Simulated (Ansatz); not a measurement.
A nudged elastic band was laid between two geometries of a periodic cell of 17 atoms, CuSi₁₆ (host Si, host structure diamond, interstitial Cu), cell charge +1.

Method: DFT PBE-D3(BJ), scalar-relativistic, plane waves, PAW (Ansatz 0.2.0). Settings: PAW set soft_1, cutoff 420 eV, k mesh 2x2x2, fermi-dirac smearing 0.02 eV, no spin polarisation.

```json
{
 "movable images": "5",
 "climbing image": "yes",
 "spring": "5.0 eV/Å²",
 "optimiser": "lbfgs",
 "start path": "straight line",
 "force threshold": "0.03 eV/Å",
 "iteration limit": "59",
 "end points": "relaxed"
}
```

First end point:

```xyz
17
Lattice="0.0000 5.4300 5.4300 5.4300 0.0000 5.4300 5.4300 5.4300 0.0000" Properties=species:S:1:pos:R:3
Si 0.041 -0.012 -0.073
Si 1.449 1.342 1.394
Si 2.781 2.700 0.023
Si 4.135 4.110 1.323
Si 2.573 -0.141 2.783
Si 4.004 1.287 3.954
Si 5.398 2.681 2.676
Si 6.688 3.972 4.188
Si 0.073 2.786 2.732
Si 1.475 4.188 3.989
Si 2.812 5.524 2.632
Si 4.136 6.849 4.043
Si 2.704 2.753 5.358
Si 4.057 4.162 6.826
Si 5.416 5.493 5.455
Si 6.827 6.847 6.754
Cu 5.127 2.412 5.686
```

Last end point:

```xyz
17
Lattice="0.0000 5.4300 5.4300 5.4300 0.0000 5.4300 5.4300 5.4300 0.0000" Properties=species:S:1:pos:R:3
Si 0.029 -0.062 -0.062
Si 1.444 1.261 1.262
Si 2.752 2.673 -0.064
Si 4.047 4.087 1.292
Si 2.752 -0.064 2.675
Si 4.050 1.293 4.086
Si 5.313 2.816 2.814
Si 6.830 4.102 4.104
Si 0.083 2.595 2.596
Si 1.337 4.000 3.999
Si 2.672 5.443 2.619
Si 4.146 6.796 4.030
Si 2.676 2.622 5.443
Si 4.147 4.030 6.797
Si 5.550 5.494 5.496
Si 6.717 6.930 6.926
Cu 3.804 4.385 4.380
```

Which bonds break or form, and what moves?

Contacts lost: Si1–Cu17, Si2–Cu17, Si6–Cu17, Si9–Cu17. Contacts made: Si10–Cu17, Si11–Cu17, Si12–Cu17, Si15–Cu17. The atom that moves furthest is Cu17, by 2.71 Å; four of its nearest neighbours are Si14 2.35, Si2 2.35, Si6 2.35, Si13 2.47 Å at the first end and Si11 2.35, Si13 2.35, Si15 2.35, Si12 2.46 Å at the last.

Give the energies along the band, and the barrier.

The forces met the threshold. The highest image is number 3 of 0 to 6, 0.043 eV above the ends, which have the same energy within 2 meV. Beside the main top the profile has a ripple of under 15 meV (maxima at images 1, 3, 5), which may be a very shallow well or noise. By the program's own check the climbing image is a first-order saddle point (lowest curvatures found: -0.47 and 1.12 eV/Å²). Limits of this set-up: coarse k mesh, a small cell, in which the defect meets its images, charged cell in a uniform background, uncorrected.

```json
{"image": "0", "path coordinate (Å)": "0.00", "energy (eV)": "0.000", "Si1–Cu17 (Å)": "2.47", "Si2–Cu17 (Å)": "2.35", "Si6–Cu17 (Å)": "2.35"}
{"image": "1", "path coordinate (Å)": "0.58", "energy (eV)": "0.014", "Si1–Cu17 (Å)": "2.66", "Si2–Cu17 (Å)": "2.45", "Si6–Cu17 (Å)": "2.33"}
{"image": "2", "path coordinate (Å)": "1.17", "energy (eV)": "0.002", "Si1–Cu17 (Å)": "3.09", "Si2–Cu17 (Å)": "2.73", "Si6–Cu17 (Å)": "2.35"}
{"image": "3", "path coordinate (Å)": "1.76", "energy (eV)": "0.043", "Si1–Cu17 (Å)": "3.51", "Si2–Cu17 (Å)": "3.30", "Si6–Cu17 (Å)": "2.37"}
{"image": "4", "path coordinate (Å)": "2.35", "energy (eV)": "0.001", "Si1–Cu17 (Å)": "3.98", "Si2–Cu17 (Å)": "3.96", "Si6–Cu17 (Å)": "2.51"}
{"image": "5", "path coordinate (Å)": "2.95", "energy (eV)": "0.014", "Si1–Cu17 (Å)": "4.47", "Si2–Cu17 (Å)": "4.53", "Si6–Cu17 (Å)": "2.84"}
{"image": "6", "path coordinate (Å)": "3.54", "energy (eV)": "0.000", "Si1–Cu17 (Å)": "4.02", "Si2–Cu17 (Å)": "4.03", "Si6–Cu17 (Å)": "3.12"}
```

What is the geometry of the highest image?


```xyz
17
Lattice="0.0000 5.4300 5.4300 5.4300 0.0000 5.4300 5.4300 5.4300 0.0000" Properties=species:S:1:pos:R:3
Si -0.056 -0.006 -0.037
Si 1.238 1.492 1.224
Si 2.742 2.762 -0.046
Si 4.124 4.032 1.355
Si 2.545 0.124 2.590
Si 4.024 1.271 3.989
Si 5.476 2.630 2.631
Si 6.849 4.117 4.028
Si -0.057 2.754 2.721
Si 1.326 4.024 4.122
Si 2.829 5.294 2.851
Si 4.123 6.791 4.113
Si 2.652 2.668 5.474
Si 4.024 4.156 6.872
Si 5.477 5.515 5.513
Si 6.955 6.662 6.913
Cu 4.752 3.391 4.754
```

Run time: 23 min on 1 thread of Arm Neoverse V1, on a shared host, peak memory 0.93 GiB.
